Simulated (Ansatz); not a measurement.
# HfB2: properties at the relaxed cell

An exercise on one series of results from a longer session: the logs are not shown, and one member is left open.

Program: Ansatz 0.2.0. Level of theory: DFT PBEsol, scalar-relativistic, plane waves, PAW. These are calculated values, not measurements.

1 further run of the same task is left out (set aside as unsound or not needed).

**Starting point**

Symmetry: P6/mmm, No. 191, hexagonal system. The conventional cell has a = 3.128 Å, b = 3.128 Å, c = 3.446 Å, α = 90.00°, β = 90.00°, γ = 120.00°. Hf (site symmetry 6/mmm) has 12 B at 2.50 Å as nearest neighbours. Around B (site symmetry -6m2) lie 3 B at 1.81 Å and 6 Hf at 2.50 Å.

As a file:

```
Hf B
1.0
     3.12772    0.00000    0.00000
    -1.56386    2.70869    0.00000
     0.00000    0.00000    3.44634
Hf B
1 2
Direct
  0.00000 0.00000 0.00000
  0.33333 0.66667 0.50000
  0.66667 0.33333 0.50000
```

It is the result of an earlier relaxation at this level (volume 9.73 Å³/atom; gap on the mesh: none (metal)).

Set-up of the first run:

The input, input.yaml:

```yaml
crystal:
  lattice:
    - [3.1277231059, 0.0, 0.0]
    - [-1.563861553, 2.7086876657, 0.0]
    - [0.0, 0.0, 3.446336702]
  atoms:
    - { symbol: Hf, position: [0.0, 0.0, 0.0] }
    - { symbol: B, position: [0.3333333333, 0.6666666667, 0.5] }
    - { symbol: B, position: [0.6666666667, 0.3333333333, 0.5] }
basis:
  ecutwfc: 420
kpoints:
  mp_grid: { grid: [18, 18, 12] }
  band_path:
    path:
      - [[0.0, 0.0, 0.0], [0.5, 0.0, 0.0], [0.33333333, 0.33333333, 0.0], [0.0, 0.0, 0.0], [0.0, 0.0, 0.5], [0.5, 0.0, 0.5], [0.33333333, 0.33333333, 0.5], [0.0, 0.0, 0.5]]
      - [[0.5, 0.0, 0.5], [0.5, 0.0, 0.0]]
      - [[0.33333333, 0.33333333, 0.5], [0.33333333, 0.33333333, 0.0]]
    npoints: 14
hamiltonian:
  xc: pbesol
scf:
  occupations: { method: gaussian, width: 0.1 }
  n_extra_bands: 7
output:
  forces: true
  stress: true
  eigenvalues: true
  populations: true
  dos: { projected: true, de: 0.02, nscf_kmesh: { grid: [27, 27, 18] } }
  bader: true
  write_density: true
  write_potential: true
  elf: true
  volumetric_format: npy
```

Run with:

```
$ ansatz run input.yaml --threads 1 --pin off --max-ram 2560MiB --backend cpu --events-out ev --progress --plain --runs-dir out
```

Among the steps run: Electronic structure at the relaxed geometry; Back to the database's cell; The cell scaled to 0.97 of its volume; The cell scaled to 1.03 of its volume; The cell scaled to 0.94 of its volume; Point at V/V0 = 1.06; Point at V/V0 = 0.91; The cell scaled to 1.10 of its volume; The cell scaled to 0.88 of its volume.

One of the session's tables, all rows but one given; the rest of the session is left out.

| volume (Å³/atom) | energy above the lowest point (meV/atom) | pressure (GPa) |
| --- | --- | --- |
| 8.565 | 139.9 | 42.65 |
| 8.857 | 74.5 | 29.48 |
| 9.149 | 31.4 | 18.14 |
| 9.441 | 7.4 | 8.38 |
| 9.732 | 0.0 | -0.04 |
| 10.024 | ? | ? |
| 10.316 | 26.0 | -13.58 |
| 10.706 | 67.9 | -20.63 |

Estimate the missing values for volume (Å³/atom) = 10.024.

Worked estimate for «energy above the lowest point (meV/atom)». A straight line through the neighbours (9.732, 0.0) and (10.316, 26.0) gives 0.0 + (26.0 − 0.0) × (10.024 − 9.732) / (10.316 − 9.732) = 13.0; a parabola fitted to 4 rows on both sides gives 7.1.

**Answer.** energy above the lowest point (meV/atom): 6.9; pressure (GPa): -7.31. In «energy above the lowest point (meV/atom)» the line misses by +6.1 and the parabola by +0.2.

Limits of these values: Spin-orbit coupling is left out, which matters for the bands of Hf.
